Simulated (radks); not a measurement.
# Si in [He] 2s2 2p5.75 3s2 3p2 4p0.25: an all-electron calculation

What are the levels of neutral silicon, how large are its shells, and how does its energy divide?

Program: radks (a radial shooting solver on a logarithmic mesh, Libxc functionals) version 1. Level of theory: scalar-relativistic Kohn-Sham, r2SCAN, spin-polarised, spherical densities, finite nucleus; open shells are filled with parallel spins first. These are calculated values, not measurements, unless marked.

### 1 Starting point

```
element            : silicon (Z = 14)
charge             : 0
electrons          : 14
configuration      : [He] 2s2 2p5.75 3s2 3p2 4p0.25
nuclear rms radius : 3.1224 fm
```

### 2 The run

Input:

```text
Z 14
configuration [He] 2s2 2p5.75 3s2 3p2 4p0.25
relativity scalar-relativistic
functional r2scan,r2scan
spin polarised
nucleus finite rms 3.1224 fm
c 137.035999084
```

**Question.** What will this run give?

The runs gave:

| quantity | value |
| --- | --- |
| total energy | -289.06215 hartree |
| exchange-correlation share of it | 7.11 % |
| −T/E | 1.0026 |
| highest occupied level | 4p up, -0.457 eV |
| most extended occupied level | 4p up, <r> = 14.2 bohr |
| radius at density 0.001 e/bohr³ | 4.26 bohr |
| maxima of the radial density | 4 |

4 principal shells are occupied and 4 maxima appear in the radial density. Relativity lifts −T/E to 1.003. This is not the tabulated ground configuration, so its levels and sizes aren't those of the ground state, and no measured value stands beside it.
